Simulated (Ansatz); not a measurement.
Write a Python script for Ansatz 0.2.0 through its Python package that makes a single point of SrZr2SnO6, space group P4/mmm. Level of theory: PBEsol, PAW, the default cutoff (420 eV here), 4×4×2 k-points, fixed occupations.

```cif
data_structure
_symmetry_space_group_name_H-M 'P 1'
_symmetry_Int_Tables_number 1
_cell_length_a 4.1944
_cell_length_b 4.1944
_cell_length_c 8.3950
_cell_angle_alpha 90.000
_cell_angle_beta 90.000
_cell_angle_gamma 90.000
_cell_volume 147.69
loop_
_atom_site_label
_atom_site_type_symbol
_atom_site_fract_x
_atom_site_fract_y
_atom_site_fract_z
_atom_site_occupancy
Sr1 Sr 0.50000 0.50000 0.50000 1
Zr1 Zr 0.00000 0.00000 0.75075 1
Zr2 Zr 0.00000 0.00000 0.24925 1
Sn1 Sn 0.50000 0.50000 0.00000 1
O1 O 0.50000 0.00000 0.74534 1
O2 O 0.50000 0.00000 0.25466 1
O3 O 0.00000 0.00000 0.50000 1
O4 O 0.00000 0.00000 0.00000 1
O5 O 0.00000 0.50000 0.74534 1
O6 O 0.00000 0.50000 0.25466 1
```

The script, `scf_srzr2sno6.py`:
```python
from pathlib import Path
import warnings

import ansatz as az
from ase.io.cube import read_cube_data
from ase.units import Bohr
import numpy as np
from pymatgen.core import Lattice, Structure
from pymatgen.io.ase import AseAtomsAdaptor

warnings.simplefilter("ignore", az.DeckWarning)

pmg_structure = Structure(
    Lattice([(4.194409, 0.0, 0.0), (0.0, 4.194409, 0.0), (0.0, 0.0, 8.395026)]),
    ["Sr", "Zr", "Zr", "Sn", "O", "O", "O", "O", "O", "O"],
    [
        (0.5, 0.5, 0.5),
        (0.0, 0.0, 0.750754),
        (0.0, 0.0, 0.249246),
        (0.5, 0.5, 0.0),
        (0.5, 0.0, 0.745345),
        (0.5, 0.0, 0.254655),
        (0.0, 0.0, 0.5),
        (0.0, 0.0, 0.0),
        (0.0, 0.5, 0.745345),
        (0.0, 0.5, 0.254655),
    ],
)
xtal = az.Crystal.from_ase(AseAtomsAdaptor.get_atoms(pmg_structure))

job = (
    xtal.calculation()
    .functional("PBEsol")
    .pseudopotentials("paw")
    .kpoints(mesh=(4, 4, 2))
    .occupations(az.OccupationsMethod.FIXED)
    .density()
    .output_files(volumetric_format=["cube", "npy"])
)
def show(event):
    row = event["data"]
    if event["event"] == "scf_iter" and row.get("harris_foulkes_ev") is not None:
        print(f"  iteration {row['iter']:3d}  Harris-Foulkes {row['harris_foulkes_ev']:.5f} eV  residual {row['dr2_ev']:.2e}")


out = job.session().plan().execute(on_event=show)
summary = out.report

for key in ("converged", "n_iterations", "n_electrons", "n_kpoints", "n_pw", "n_symmetry_ops", "free_energy_ev", "fermi_energy_ev"):
    print(f"{key:18s} {summary[key]}")

folder = Path(out.write_results("cubes"))
print("\n".join((folder / "rho.cube").read_text().splitlines()[: 6 + 6]))
values, cube_atoms = read_cube_data(str(folder / "rho.cube"))
print("electrons from the file:", round(values.mean() * cube_atoms.get_volume() / Bohr ** 3, 3))

rho = out.density()
total = sum(ch.density_e_per_ang3 for ch in rho.channels[:2]) if len(rho.channels) < 3 else rho.channels[0].density_e_per_ang3
print("grid", rho.dims, "electrons", round(float(total.mean() * rho.cell_volume_ang3), 4))
print(f"density range {total.min():.4f} to {total.max():.4f} e/A^3")
print(np.array2string(total[:: max(rho.dims[0] // 8, 1), :: max(rho.dims[1] // 8, 1), 0], precision=3, suppress_small=True))
```

Output of `python scf_srzr2sno6.py`:
```text
  iteration   1  Harris-Foulkes -21077.29795 eV  residual 3.08e-01
  iteration   2  Harris-Foulkes -21077.23495 eV  residual 3.01e-02
  iteration   3  Harris-Foulkes -21077.22828 eV  residual 1.83e-03
  iteration   4  Harris-Foulkes -21077.22811 eV  residual 3.45e-04
  iteration   5  Harris-Foulkes -21077.22806 eV  residual 5.18e-05
  iteration   6  Harris-Foulkes -21077.22805 eV  residual 2.81e-06
  iteration   7  Harris-Foulkes -21077.22805 eV  residual 2.01e-07
  iteration   8  Harris-Foulkes -21077.22805 eV  residual 1.83e-07
  iteration   9  Harris-Foulkes -21077.22805 eV  residual 4.03e-09
converged          True
n_iterations       9
n_electrons        84.0
n_kpoints          12
n_pw               2841
n_symmetry_ops     16
free_energy_ev     -21077.228054721803
fermi_energy_ev    8.481783069424448
ansatz rho
values in e/bohr^3 (x slowest, z fastest)
   10    0.000000    0.000000    0.000000
   30    0.264209    0.000000    0.000000
   30    0.000000    0.264209    0.000000
   60    0.000000    0.000000    0.264405
   38   38.000000    3.963142    3.963142    7.932150
   40   40.000000    0.000000    0.000000   11.910187
   40   40.000000    0.000000    0.000000    3.954113
   50   50.000000    3.963142    3.963142    0.000000
    8    8.000000    3.963142    0.000000   11.824377
    8    8.000000    3.963142    0.000000    4.039923
electrons from the file: 84.0
grid (30, 30, 60) electrons 84.0
density range 0.0264 to 16.3987 e/A^3
[[ 7.627  4.019  0.591  0.113  0.042  0.034  0.042  0.113  0.591  4.019]
 [ 4.019  1.906  0.391  0.103  0.057  0.053  0.057  0.103  0.391  1.906]
 [ 0.591  0.391  0.173  0.115  0.143  0.171  0.143  0.115  0.173  0.391]
 [ 0.113  0.103  0.115  0.237  0.633  1.022  0.633  0.237  0.115  0.103]
 [ 0.042  0.057  0.143  0.633  3.45   7.202  3.45   0.633  0.143  0.057]
 [ 0.034  0.053  0.171  1.022  7.202 16.399  7.202  1.022  0.171  0.053]
 [ 0.042  0.057  0.143  0.633  3.45   7.202  3.45   0.633  0.143  0.057]
 [ 0.113  0.103  0.115  0.237  0.633  1.022  0.633  0.237  0.115  0.103]
 [ 0.591  0.391  0.173  0.115  0.143  0.171  0.143  0.115  0.173  0.391]
 [ 4.019  1.906  0.391  0.103  0.057  0.053  0.057  0.103  0.391  1.906]]
```

Absolute energies stand on the zero of these potentials, so only differences at equal settings mean something. A total without «per atom» is that of the cell as typed. Spin is left out of this run. Under fixed occupations the level called the Fermi level is the highest filled one on the SCF mesh; off the mesh a filled band can lie a little above it. An absolute Fermi energy rests on an arbitrary zero of the periodic potential and has no direct meaning. Grid values close to the nuclei reflect the PAW or pseudopotential construction, not the all-electron fields. The structure comes from a database of computed cells and needn't be a stable or known phase. Wall time of the script: 8.1 s on 1 thread of Intel(R) Xeon(R) Platinum 8488C (Sapphire Rapids), with other jobs on the host, peak memory 0.57 GiB.

(Lines on the test bed's own set-up are left out of the output.)
